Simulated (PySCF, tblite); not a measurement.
# CH₁₀ClNOSi₃, a small molecule taken as a stand-in for a surface group (Si site with back bonds O[SiH3], N[SiH3], C): NMR shifts, core binding energies and electronic excitations

Wanted: the NMR shifts, core binding energies and electronic excitations for `C[Si](Cl)(N[SiH3])O[SiH3]`.

Computed with tblite 0.8.0 and PySCF 2.14.0; each step states its level. No surroundings beyond the atoms listed, unless a continuum is named. Atoms count from 0, parts from 1.

## (1) The system as given

17 atoms, charge 0, multiplicity 1; geometry: distance geometry start.

## (2) Geometry optimisation with GFN2-xTB

Job settings and geometry (Å):

```
{"job": {"kind": "relax", "xc": "GFN2-xTB", "basis": "xTB"}, "charge": 0, "multiplicity": 1}
Si    -0.883358     1.515153     0.027715
O      0.433811     0.432103     0.545978
Si     0.701595    -1.210436    -0.030978
N     -0.472046     2.204894    -1.621986
Si    -0.514944     1.008377    -3.013668
C     -2.432203     0.542650    -0.101801
Cl    -1.123486     3.092836     1.424138
H     -0.359597    -1.578068    -0.910531
H      1.953316    -1.271558    -0.748315
H      0.735730    -2.121696     1.053476
H      0.306780     2.869216    -1.638008
H     -1.524228     0.037923    -2.755390
H     -0.824427     1.715884    -4.198274
H      0.735147     0.385525    -3.138825
H     -3.115201     1.042612    -0.727640
H     -2.886491     0.468426     0.849605
H     -2.262697    -0.404332    -0.471717
```

Level: GFN2-xTB geometry optimisation, gas phase.

Launch:

```sh
OMP_NUM_THREADS=1 python cluster_run.py task.json out
```

This one command runs all jobs of the session in turn.

**Question.** The jobs that follow are: PBE0-D3(BJ)/def2-SVP geometry optimisation, gas phase; GIAO PBE0/pcSseg-1 NMR shielding, non-relativistic, gas phase; delta-SCF UKS SCAN, pcX-2 on the ionised atom, pcseg-1 elsewhere, spin-free X2C; TDDFT CAM-B3LYP/def2-SVPD, vertical, gas phase, core orbitals frozen in the response. Predict: point group; rotational constants (main isotopes); $^{13}$C shifts against TMS (PBE0/pcSseg-1); $^{1}$H shifts against TMS (PBE0/pcSseg-1); $^{29}$Si shifts against TMS (PBE0/pcSseg-1); $^{17}$O shifts against H2O (PBE0/pcSseg-1); $^{15}$N shifts against NH3 (PBE0/pcSseg-1); $^{35}$Cl shifts against HCl (PBE0/pcSseg-1); Si2p binding energies, SCAN/pcX-2 (standing for 1 of 3 atoms); O1s binding energies, SCAN/pcX-2; N1s binding energies, SCAN/pcX-2; C1s binding energies, SCAN/pcX-2; Cl2p binding energies, SCAN/pcX-2; lowest singlet (CAM-B3LYP/def2-SVPD); brightest single state of those computed; lowest triplet; vertical ionisation energy (ΔSCF).

**Answer**, as computed:

| quantity | value |
| --- | --- |
| point group | C1 |
| rotational constants (main isotopes) | 1.14, 0.98, 0.69 GHz |
| $^{13}$C shifts against TMS (PBE0/pcSseg-1) | 3.5 ppm |
| $^{1}$H shifts against TMS (PBE0/pcSseg-1) | 5.18, 5.04, 4.96, 4.74, 4.63, 4.62, 0.56, 0.52, 0.39, 0.22 ppm |
| $^{29}$Si shifts against TMS (PBE0/pcSseg-1) | -6.4, -38.7, -57.1 ppm |
| $^{17}$O shifts against H2O (PBE0/pcSseg-1) | 66.1 ppm |
| $^{15}$N shifts against NH3 (PBE0/pcSseg-1) | 33.1 ppm |
| $^{35}$Cl shifts against HCl (PBE0/pcSseg-1) | 68 ppm |
| Si2p binding energies, SCAN/pcX-2 (standing for 1 of 3 atoms) | Si0 108.20 eV |
| O1s binding energies, SCAN/pcX-2 | O1 537.91 eV |
| N1s binding energies, SCAN/pcX-2 | N3 404.36 eV |
| C1s binding energies, SCAN/pcX-2 | C5 290.40 eV |
| Cl2p binding energies, SCAN/pcX-2 | Cl6 206.21 eV |
| lowest singlet (CAM-B3LYP/def2-SVPD) | 6.65 eV (186 nm), f = 0.010 |
| brightest single state of those computed | state 6, 7.92 eV, f = 0.019 |
| lowest triplet | 6.33 eV |
| vertical ionisation energy (ΔSCF) | 9.81 eV |

What this shows: The start of the PBE0/def2-SVP relaxation was shaken at random by about 0.01 Å, so part of the energy gained, and of the first lengths quoted, undoes that. Relaxing lowered the energy by 0.393 eV in 13 steps; the close pair that moved most is Si0–O1, from 1.584 to 1.649 Å (PBE0/def2-SVP). Hydrogens of an XH3 group are listed apart at this fixed geometry; free rotation makes them one line at their mean. At PBE0/pcSseg-1: Shielding is most anisotropic at Cl6 (span 264 ppm, paramagnetic term -272 ppm). The lowest singlet, at 6.65 eV, is HOMO→LUMO 0.77, HOMO→LUMO+3 0.12 and is weak; of the 6 states computed, the strongest absorption comes from state 6 at 7.92 eV (the last computed, so partners may be missing). The lowest triplet lies 0.32 eV below the lowest singlet (triplets in Tamm-Dancoff, singlets in full TDDFT). The orbital energy would give 9.19 eV for ionisation, ΔSCF gives 9.81 eV. A capped cluster stands for the solid here, so long-range fields and strain are missing, and bands or shifts of the capping hydrogens have no counterpart in it.
